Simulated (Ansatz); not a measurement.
# CH6AlCl2N: the cost of one run

Program: Ansatz 0.2.0, Gaussian basis. Level of theory: the settings change from run to run. These are calculated values, not measurements.

### Step 1. The geometry

The structure was relaxed beforehand with PBE0-D4 in a triple-zeta def2 set.

SMILES `[CH3][Al-]([NH3+])([Cl])[Cl]`, 11 atoms, charge 0, spin multiplicity 1.

Atoms are counted from 1 here; the program's logs count them from 0.

Bond lengths: C1–Al2 1.944 Å, C1–H6 1.094 Å, C1–H7 1.094 Å, C1–H8 1.094 Å, Al2–N3 2.023 Å, Al2–Cl4 2.137 Å, Al2–Cl5 2.137 Å, N3–H9 1.016 Å, N3–H10 1.016 Å, N3–H11 1.016 Å. Angles: Al2–C1–H6 110.4°, Al2–C1–H7 112.2°, Al2–C1–H8 112.2°, H6–C1–H7 106.8°, H6–C1–H8 106.8°, H7–C1–H8 108.1°, C1–Al2–N3 106.9°, C1–Al2–Cl4 117.8°, C1–Al2–Cl5 117.8°, N3–Al2–Cl4 97.7°, N3–Al2–Cl5 97.7°, Cl4–Al2–Cl5 114.1°, Al2–N3–H9 108.0°, Al2–N3–H10 112.3°, Al2–N3–H11 112.3°, H9–N3–H10 107.7°, H9–N3–H11 107.7°, H10–N3–H11 108.6°.

### Step 2. PBE0-DH/ANO-RCC-VTZP

in.yaml reads:

```yaml
crystal:
  periodic: [false, false, false]
  atoms:
    - {symbol: C, position_ang: [-1.573716, 0.259208, 0.571956]}
    - {symbol: Al, position_ang: [-0.005849, 0.568677, -0.535221]}
    - {symbol: N, position_ang: [1.386751, -0.787800, 0.025615]}
    - {symbol: Cl, position_ang: [-0.120786, 0.022907, -2.598021]}
    - {symbol: Cl, position_ang: [1.144830, 2.329939, -0.160915]}
    - {symbol: H, position_ang: [-2.368087, 0.966317, 0.315784]}
    - {symbol: H, position_ang: [-1.986153, -0.744951, 0.432617]}
    - {symbol: H, position_ang: [-1.360552, 0.394188, 1.636945]}
    - {symbol: H, position_ang: [2.215716, -0.639950, -0.543758]}
    - {symbol: H, position_ang: [1.657327, -0.682507, 0.998795]}
    - {symbol: H, position_ang: [1.075921, -1.743127, -0.123095]}
basis:
  gaussian: {orbitals: ANO-RCC-VTZP}
hamiltonian: {xc: {name: PBE0-DH}}
```

On the command line:

```
$ ansatz run in.yaml --threads 4 --pin off --events-out ev --progress --plain --max-ram 10444MiB
```

Q: Estimate wall time and peak memory on 4 threads of Arm Neoverse V1, shared host.

About 14 s, with a peak of 0.84 GiB.
